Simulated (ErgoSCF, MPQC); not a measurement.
# A workflow on GaCl (SMILES [Cl][Ga])

We compute a series of 8 runs (HF/pc-0, HF/pc-1, HF/pc-2, BHLYP/pcseg-1) of GaCl. Among other things, some runs vary the angular grid order. 

The results are computed with MPQC 2.3.1, ErgoSCF 3.8.

3 further runs of the same task are left out: 3 set aside as unsound or not needed.

### Step 1. The molecule

GaCl has 2 atoms, charge 0, and is taken as a singlet. SMILES: `[Cl][Ga]`. Geometry: a GFN2-xTB relaxation, a rough one for these elements and not checked as a minimum. The run starts from this shape.

Bond lengths: Cl1–Ga2 2.169 Å.

### Step 2. A structure relaxation at HF/pc-0 (hessian update BFGS) (run 1)

run.in reads:

```
molecule<Molecule>: (
  symmetry = c1
  unit = bohr
  { atoms geometry } = {
    Cl [ 0.00000000   0.00000000   0.00000000 ]
    Ga [ 0.00000000   0.00000000   4.09806007 ]
  }
)
basis<GaussianBasisSet>: (
  name = "pc-0"
  molecule = $:molecule
  basisdir = "."
  puream = yes
)
mpqc: (
  checkpoint = no
  savestate = no
  restart = no
  do_energy = yes
  do_gradient = no
  optimize = yes
  coor<CartMolecularCoor>: (
    molecule = $:molecule
  )
  mole<CLHF>: (
    molecule = $:molecule
    basis = $:basis
    total_charge = 0
    memory = 1000000000
    print_evals = yes
    maxiter = 70
    guess_wavefunction<CLHF>: (
      molecule = $:molecule
      total_charge = 0
      memory = 1000000000
      value_accuracy = 1e-3
      basis<GaussianBasisSet>: (
        name = "STO-3G"
        molecule = $:molecule
      )
    )
    coor = $..:coor
  )
  opt<QNewtonOpt>: (
    function = $..:mole
    max_iterations = 40
    update<BFGSUpdate>: ()
    convergence<MolEnergyConvergence>: (
      cartesian = yes
      energy = $..:..:mole
    )
  )
)
```

The basis set pc-0 is read from a file made from the Basis Set Exchange's data (not shown).

Launch:

```console
$ mpqc run.in > run.out
```

The program printed:

```text
MPQC: Massively Parallel Quantum Chemistry
[...]
    symmetry = c1
[...]
  LUMO is    25   A =   0.057965
  total scf energy = -2381.0914164357
[...]
  Total Gradient:
       1  Cl  -0.0000000000  -0.0000000000   0.0000008603
       2  Ga   0.0000000000   0.0000000000  -0.0000008603
  Max Gradient     :   0.0000008603   0.0001000000  yes
  Max Displacement :   0.0000040447   0.0001000000  yes
  Gradient*Displace:   0.0000000000   0.0001000000  yes
[...]
  Value of the MolecularEnergy: -2381.0914164357
[...]
```

Run time: 11 s. Hardware: 1 thread of Arm Neoverse N1, shared host; peak memory 0.082 GiB.

The path in brief:

| step | energy from the first frame kept (eV) | largest force (eV/Å) |
| --- | --- | --- |
| 0 | 0.0000 | 2.8930 |
| 1 | -0.1591 | 1.6360 |
| 2 | -0.2493 | 0.3804 |
| 3 | -0.2556 | 0.0701 |
| 4 | -0.2558 | 0.0040 |
| 5 | -0.2558 | 0.0000 |

After the run. Bond lengths: Cl1–Ga2 2.367 Å.

### Step 3. A geometry optimisation at HF/pc-1 (hessian update BFGS) (run 2)

run.in, as its differences from that of step 2:

```diff
@@ -9,3 +9,3 @@
 basis<GaussianBasisSet>: (
-  name = "pc-0"
+  name = "pc-1"
   molecule = $:molecule
```

The basis set pc-1 is read from a file made from the Basis Set Exchange's data (not shown).

Launch:

```console
$ mpqc run.in > run.out
```

The program printed:

```text
MPQC: Massively Parallel Quantum Chemistry
[...]
    symmetry = c1
[...]
  LUMO is    25   A =   0.027861
  total scf energy = -2382.6987592552
[...]
  Total Gradient:
       1  Cl  -0.0000000000  -0.0000000000   0.0000097125
       2  Ga   0.0000000000   0.0000000000  -0.0000097125
  Max Gradient     :   0.0000097125   0.0001000000  yes
  Max Displacement :   0.0000472845   0.0001000000  yes
  Gradient*Displace:   0.0000000009   0.0001000000  yes
[...]
  Value of the MolecularEnergy: -2382.6987592552
[...]
```

It took 70 s on 1 thread of Arm Neoverse N1, shared host; peak memory 0.14 GiB.

Steps, from the record of the run:

| step | energy from the first frame kept (eV) | largest force (eV/Å) |
| --- | --- | --- |
| 0 | 0.0000 | 1.2501 |
| 1 | -0.0315 | 0.8140 |
| 2 | -0.0579 | 0.1345 |
| 3 | -0.0588 | 0.0182 |
| 4 | -0.0588 | 0.0005 |

After the run. Bond lengths: Cl1–Ga2 2.270 Å.

Runs 3 to 6 aren't shown in full; the table further down has their settings and results.

### Step 4. A single-point energy at BHLYP/pcseg-1 (angmin 6) (run 7)

run.inp reads:

```
set_nthreads(1)
scf.use_diagonalization = 1
scf.convergence_threshold = 1e-06
scf.output_mulliken_pop = 1
scf.max_number_of_iterations = 70
XC.angint = 41
XC.angmin = 6
basis = "pcseg-1"
tmpdir = "."
molecule_inline
Cl 0.00000000 0.00000000 0.00000000
Ga 0.00000000 0.00000000 4.09806007
EOF
run "BHandHLYP"
```

The basis set pcseg-1 is read from a file made from the Basis Set Exchange's data (not shown).

Launch:

```console
$ ergo run.inp
```

The program printed:

```text
[...]
INDF Weighted mixed functional:
[...]
INSC Energy   1 =      -1682.18550941718
[...]
INDE E_LUMO =         -0.03667614057
[...]
INSC Energy  15 =      -2384.84812540403  ( diff     -0.000000000093223 )
[...]
RESC CONVERGED after  15 iterations.
RESC FINAL ENERGY:      -2384.84812540403
[...]
INSC SCF: dipole_moment_x [atomic units] =      -0.00000000
INSC SCF: dipole_moment_y [atomic units] =       0.00000000
INSC SCF: dipole_moment_z [atomic units] =       0.93157911
[...]
```

It took 20 s on 1 thread of Arm Neoverse N1, shared host; peak memory 0.26 GiB.

### Step 5. The energy at BHLYP/pcseg-1 (angmin 6) (run 8)

run.inp, as its differences from that of step 4:

```diff
@@ -5,3 +5,3 @@
 scf.max_number_of_iterations = 70
-XC.angint = 41
+XC.angint = 53
 XC.angmin = 6
```

The basis set pcseg-1 is read from a file made from the Basis Set Exchange's data (not shown).

Launch:

```console
$ ergo run.inp
```

The program printed:

```text
[...]
INDF Weighted mixed functional:
[...]
INSC Energy   1 =      -1682.18550941103
[...]
INDE E_LUMO =         -0.03667614052
[...]
INSC Energy  15 =      -2384.84812541185  ( diff     -0.000000000091404 )
[...]
RESC CONVERGED after  15 iterations.
RESC FINAL ENERGY:      -2384.84812541185
[...]
INSC SCF: dipole_moment_x [atomic units] =      -0.00000000
INSC SCF: dipole_moment_y [atomic units] =      -0.00000000
INSC SCF: dipole_moment_z [atomic units] =       0.93157900
[...]
```

It took 21 s on 1 thread of Arm Neoverse N1, shared host; peak memory 0.26 GiB.

### Step 6. Overview of the runs

| run | level | angular grid order | task | energy (Eh) | wall time |
| --- | --- | --- | --- | --- | --- |
| 1 | HF/pc-0 (hessian update BFGS) | – | optimise | -2381.091416 | 11 s |
| 2 | HF/pc-1 (hessian update BFGS) | – | optimise | -2382.698759 | 70 s |
| 3 | HF/pc-2 (hessian update BFGS) | – | optimise | -2382.847076 | 4.4 min |
| 4 | BHLYP/pcseg-1 (angmin 6) | 17 | energy | -2384.848131 | 18 s |
| 5 | BHLYP/pcseg-1 (angmin 6) | 23 | energy | -2384.848125 | 19 s |
| 6 | BHLYP/pcseg-1 (angmin 6) | 29 | energy | -2384.848125 | 19 s |
| 7 | BHLYP/pcseg-1 (angmin 6) | 41 | energy | -2384.848125 | 20 s |
| 8 | BHLYP/pcseg-1 (angmin 6) | 53 | energy | -2384.848125 | 21 s |

Convergence of the total energy of singlet GaCl with the angular grid order, against the last point:

| angular grid order | from the last (mEh) | wall time |
| --- | --- | --- |
| 17 | -0.006 | 18 s |
| 23 | +0.000 | 19 s |
| 29 | -0.000 | 19 s |
| 41 | +0.000 | 20 s |
| 53 | +0.000 | 21 s |

Convergence of the dipole moment of singlet GaCl with the angular grid order, against the last point:

| angular grid order | from the last (D) | wall time |
| --- | --- | --- |
| 17 | -0.0000 | 18 s |
| 23 | -0.0000 | 19 s |
| 29 | -0.0000 | 19 s |
| 41 | +0.0000 | 20 s |
| 53 | +0.0000 | 21 s |

### Step 7. Outcome

| quantity | value |
| --- | --- |
| run 8, BHLYP/pcseg-1: total energy | -2384.84813 Eh |
| run 8, BHLYP/pcseg-1: dipole moment | 2.37 D |

All runs together took 7.3 min, the longest 4.4 min.
